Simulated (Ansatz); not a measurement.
**One shape, several levels: InH2F (SMILES [H][In]([H])[F])**

Wanted: a comparison of 6 runs (HF/STO-3G, B3LYP/STO-3G, HSE06/STO-3G, revPBE/STO-3G, wB97M-V/STO-3G, CCSD(T)/STO-3G) of InH2F. 

The results are computed with Ansatz 0.2.0.

58 further runs of the same task are left out: 2 that didn't finish, 56 set aside as unsound or not needed.

**1. The structure to begin with**

InH2F has 4 atoms, charge 0, and is taken as a singlet. As SMILES, `[H][In]([H])[F]`. The H3–In1 distance was set to 2.537 Å, away from the relaxed value. At this shape a bond of the SMILES string is far longer than usual.

Bond lengths: In1–F4 1.946 Å, In1–H2 1.693 Å. Angles: H2–In1–F4 114.4°.

**2. A single-point energy at HF/STO-3G (run 1)**

molecule.yaml

```yaml
crystal:
  periodic: [false, false, false]
  atoms:
    - {symbol: In, position_ang: [0.549491, -0.578676, 0.009145]}
    - {symbol: H, position_ang: [2.231511, -0.769776, 0.022915]}
    - {symbol: H, position_ang: [-0.891440, 1.509340, -0.018860]}
    - {symbol: F, position_ang: [-0.448629, -2.248916, 0.014795]}
basis:
  gaussian: {orbitals: STO-3G}
total_charge: 0
hamiltonian: {xc: hf}
accuracy: high
```

The run is started by

```bash
$ ansatz run molecule.yaml --threads 1 --pin off --max-ram 2610MiB --events-out events.jsonl --progress --plain --runs-dir runs
```

Output:

```text
Warning: RAYON_NUM_THREADS=1 ignored (pool sized by the plan → 1); use --threads N
Functional definition: HF
  name "HF"
  exchange = exact_x
  correlation = 0
618 factors; integrals over basis functions are off by at most 4.9e-9 eV
mean field evaluation 1: about -157331.6106 eV, gradient 1.9e1 eV
mean field evaluation 2: about -157331.6276 eV, gradient 1.9e1 eV
mean field evaluation 4: about -157334.2686 eV, gradient 1.6e0 eV
mean field evaluation 8: about -157334.2921 eV, gradient 8.5e-4 eV
mean field -157334.29213067 eV, -5781.9285907887 hartree, gradient 1.6e-8 eV, S^2 0.000000; 0 other end points of the search recorded, 0 dependent functions left out
reference -157334.29213067 eV, -5781.9285907887 hartree; 30, 30 occupied and 4, 4 virtual orbitals, 618 factors
Total energy: -157334.29213067 eV, -5781.9285907887 hartree
```

Run time: 0.4 s. Hardware: 1 thread of Arm Neoverse V2, shared host.

**3. The energy at B3LYP/STO-3G (run 2)**

input.yaml

```yaml
crystal:
  periodic: [false, false, false]
  atoms:
    - symbol: In
      position_ang: [0.549491, -0.578676, 0.009145]
    - symbol: H
      position_ang: [2.231511, -0.769776, 0.022915]
    - symbol: H
      position_ang: [-0.891440, 1.509340, -0.018860]
    - symbol: F
      position_ang: [-0.448629, -2.248916, 0.014795]
basis:
  gaussian: {orbitals: STO-3G}
hamiltonian: {xc: {name: B3LYP}}
accuracy: high
```

The run is started by

```bash
$ ansatz run input.yaml --threads 1 --pin off --max-ram 2610MiB --events-out events.jsonl --progress --plain --runs-dir runs
```

Output:

```text
Warning: RAYON_NUM_THREADS=1 ignored (pool sized by the plan → 1); use --threads N
Functional definition: B3LYP
  name "B3LYP"
  parameter a0 = 0.2
  parameter ax = 0.72
  parameter ac = 0.81
  exchange = (1 - a0 - ax)*slater_x + ax*b88_x + a0*exact_x
  correlation = (1 - ac)*vwn_rpa_c + ac*lyp_c
618 factors; integrals over basis functions are off by at most 4.9e-9 eV
mean field evaluation 1: about -157396.2240 eV, gradient 2.4e1 eV
mean field evaluation 2: about -157376.8617 eV, gradient 8.3e1 eV
mean field evaluation 4: about -157399.3039 eV, gradient 6.7e0 eV
mean field evaluation 8: about -157399.4561 eV, gradient 7.9e-2 eV
mean field evaluation 16: about -157399.4561 eV, gradient 3.2e-7 eV
mean field -157399.45612292 eV, -5784.3233233341 hartree, gradient 5.8e-8 eV, S^2 0.000000; 0 other end points of the search recorded, 0 dependent functions left out
reference -157399.45614880 eV, -5784.3233242852 hartree; 30, 30 occupied and 4, 4 virtual orbitals, 618 factors
Total energy: -157399.45614880 eV, -5784.3233242852 hartree
```

Run time: 1.5 s. Hardware: 1 thread of Arm Neoverse V2, shared host; peak memory 0.11 GiB.

Run 3 isn't shown in full; the table further down has it.

**4. A single-point energy at revPBE/STO-3G (run 4)**

job.yaml

```yaml
crystal:
  periodic: [false, false, false]
  atoms:
    - {symbol: In, position_ang: [0.549491, -0.578676, 0.009145]}
    - {symbol: H, position_ang: [2.231511, -0.769776, 0.022915]}
    - {symbol: H, position_ang: [-0.891440, 1.509340, -0.018860]}
    - {symbol: F, position_ang: [-0.448629, -2.248916, 0.014795]}
basis:
  gaussian:
    orbitals: STO-3G
hamiltonian:
  xc: {name: revPBE}
accuracy: high
```

The run is started by

```bash
$ ansatz run job.yaml --threads 1 --pin off --max-ram 2610MiB --events-out events.jsonl --progress --plain --runs-dir runs
```

Output:

```text
Warning: RAYON_NUM_THREADS=1 ignored (pool sized by the plan → 1); use --threads N
Functional definition: revPBE
  name "revPBE"
  parameter kappa = 1.245
  parameter beta = 0.06672455060314922
  exchange = pbe_x(kappa = kappa, mu = beta*pi^2/3)
  correlation = pbe_c(beta = beta)
618 factors; integrals over basis functions are off by at most 4.9e-9 eV
mean field evaluation 1: about -157382.5747 eV, gradient 4.0e1 eV
mean field evaluation 2: about -157343.0500 eV, gradient 1.1e2 eV
mean field evaluation 4: about -157385.8558 eV, gradient 3.0e1 eV
mean field evaluation 8: about -157390.2667 eV, gradient 1.4e-1 eV
mean field evaluation 16: about -157390.1791 eV, gradient 1.6e-5 eV
mean field -157390.17910495 eV, -5783.9823992118 hartree, gradient 6.3e-8 eV, S^2 0.000000; 0 other end points of the search recorded, 0 dependent functions left out
reference -157390.17910715 eV, -5783.9823992926 hartree; 30, 30 occupied and 4, 4 virtual orbitals, 618 factors
Total energy: -157390.17910715 eV, -5783.9823992926 hartree
```

It took 1.4 s on 1 thread of Arm Neoverse V2, shared host; peak memory 0.099 GiB.

Run 5 isn't shown in full; the table further down has it.

**5. The energy at CCSD(T)/STO-3G (run 6)**

in.yaml

```yaml
crystal:
  periodic: [false, false, false]
  atoms:
    - {symbol: In, position_ang: [0.549491, -0.578676, 0.009145]}
    - {symbol: H, position_ang: [2.231511, -0.769776, 0.022915]}
    - {symbol: H, position_ang: [-0.891440, 1.509340, -0.018860]}
    - {symbol: F, position_ang: [-0.448629, -2.248916, 0.014795]}
basis:
  gaussian: {orbitals: STO-3G}
correlation: {method: ccsd_t, frozen_orbitals: {F: 1, H: 0, In: 18}}
accuracy: high
scf: {omitted_lower_state_checks: [cluster_reference, increment]}
```

The run is started by

```bash
$ ansatz run in.yaml --threads 1 --pin off --max-ram 2610MiB --events-out events.jsonl --progress --plain --runs-dir runs
```

Output (excerpt; [...] marks lines left out):

```text
Warning: RAYON_NUM_THREADS=1 ignored (pool sized by the plan → 1); use --threads N
[... 2 set-up lines as earlier in the session ...]
[...]
618 factors; integrals over basis functions are off by at most 4.9e-9 eV
[...]
mean field -157334.29213067 eV, -5781.9285907887 hartree, gradient 1.6e-8 eV, S^2 0.000000; 0 other end points of the search recorded, 0 dependent functions left out; unrestricted orbitals would lower it
19 core orbitals not correlated: weight in the atoms' cores, before any rotation towards them, 1.000 or more for the frozen orbitals, at most 0.000 for the correlated occupied ones
reference -157334.29213067 eV, -5781.9285907887 hartree; 11, 11 occupied and 4, 4 virtual orbitals, 618 factors
second order -1.85619222 eV of doubles, -0.00000000 eV of singles
cycle   1  -2.27850101 eV  change   -4.2e-1 eV  update   1.3e-1
[...]
cycle  24  -2.78423331 eV  change  -1.5e-10 eV  update   1.7e-9
perturbative correction -0.18069229 eV, -0.0066403192 hartree
Total energy: -157337.25705628 eV, -5782.0375497949 hartree
Checks for a lower state left out: cluster_reference, increment
```

It took 0.5 s on 1 thread of Arm Neoverse V2, shared host.

**6. All runs side by side**

```csv
run,level,frozen core orbitals,energy (Eh),wall time
1,HF/STO-3G,–,-5781.928591,0.4 s
2,B3LYP/STO-3G,–,-5784.323324,1.5 s
3,HSE06/STO-3G,–,-5783.985677,1.7 s
4,revPBE/STO-3G,–,-5783.982399,1.4 s
5,wB97M-V/STO-3G,–,-5784.434940,17 s
6,CCSD(T)/STO-3G,19,-5782.037550,0.5 s
```

**7. Outcome**

| quantity | value |
| --- | --- |
| run 6: total energy | -5782.03755 Eh |
| run 6: correlation energy (19 core orbitals frozen) | -109.0 mEh |
| run 6: (T) correction | -6.64 mEh |
| run 6: T1 diagnostic | 0.020 |

Totals of different functionals can't be ranked against each other. In run 6 the log says that unrestricted orbitals would lower the reference, so the values rest on an unstable closed-shell determinant (other closed-shell runs at this shape may share the fault). In runs 1, 2, 3, 4, 5, 6 the basis is minimal, so the values are rough. In runs 1, 2, 3, 4, 5, 6 relativity is left out where basis or elements ask for it. All runs together took 23 s, the longest 17 s.
